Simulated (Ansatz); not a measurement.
**NaGe+ (triplet): wave-function methods side by side at distance Ge1–Na2 = 8.521 Å, aug-cc-pVTZ**

An exercise on one series of results from a longer session: the logs are not shown, and one member is left open.

Computed with Ansatz 0.2.0, Gaussian basis. Level: aug-cc-pVTZ, core rule «outside noble gas», up to 19 orbitals frozen.

To be run: UHF; CCSD(T) on ROHF; CCSD(T) on UHF; BCCD(T) on ROHF; CCSDT(Q) on ROHF; CCSDT(Q) on UHF; Full CI.

53 further runs of the same task are left out: 29 for a known fault of the program, 18 that didn't finish, 6 set aside as unsound or not needed.

## The system

The geometry derives from a PBE0/def2-TZVP stationary point (not a proven minimum). One bond is set to the value named and the two fragments are kept rigid. No spin-orbit coupling is included. The filled d shell of Ge may be among the frozen orbitals whatever the setting's name suggests; the logs give the count.

2 atoms, charge 1, spin multiplicity 3.

Atoms are counted from 1 here; the program's logs count them from 0.

No contacts short enough for the rule that draws bonds.

Set-up of the first run:

Contents of in.yaml:

```yaml
crystal:
  periodic: [false, false, false]
  atoms:
    - {symbol: Ge, position_ang: [0.000000, 0.000000, 0.000000]}
    - {symbol: Na, position_ang: [0.000000, 0.000000, 8.521000]}
basis:
  gaussian: {orbitals: aug-cc-pVTZ}
total_charge: 1
magnetization: {spin_polarized: true, initial_magnetization: 2}
hamiltonian: {xc: hf}
output: {orbitals: {seedname: orbitals}}
```

The run is started by

```sh
$ ansatz run in.yaml --threads 1 --pin off --events-out ev --progress --plain --max-ram 2393MiB
```

Among the steps run: UHF; CCSD(T) on ROHF; CCSD(T) on UHF; BCCD(T) on ROHF; CCSDT(Q) on ROHF; CCSDT(Q) on UHF; Full CI.

One of the session's tables, all rows but one given; the rest of the session is left out.

```
   method  from FCI (kJ/mol)
     ROHF                  ?
      UHF             +177.6
     RMP2              +45.0
     UMP2              +44.5
    RCCSD               +7.0
    UCCSD               +5.6
 RCCSD(T)               +1.5
 UCCSD(T)               +0.5
  BCCD(T)               +1.6
   RCCSDT               +0.1
   UCCSDT               -0.9
RCCSDT(Q)                0.0
UCCSDT(Q)               -1.0
      FCI                  0
```

**Question.** Estimate the row for ROHF.

**Answer.** from FCI (kJ/mol): +187.7. In the column «from FCI (kJ/mol)» it is the highest.

Limits of these values: UCCSDT, UCCSDT(Q) fall below full CI: unrestricted runs freeze a spin-polarised core, another one than full CI's, and coupled cluster isn't variational. Levels on UHF freeze UHF's core orbitals, full CI those of ROHF, so the U rows can settle a little off it for that reason alone. Restricted and unrestricted rows rest on different reference determinants; where their highest levels disagree by more than a few hundredths of an eV, they describe different states and don't form one ladder.
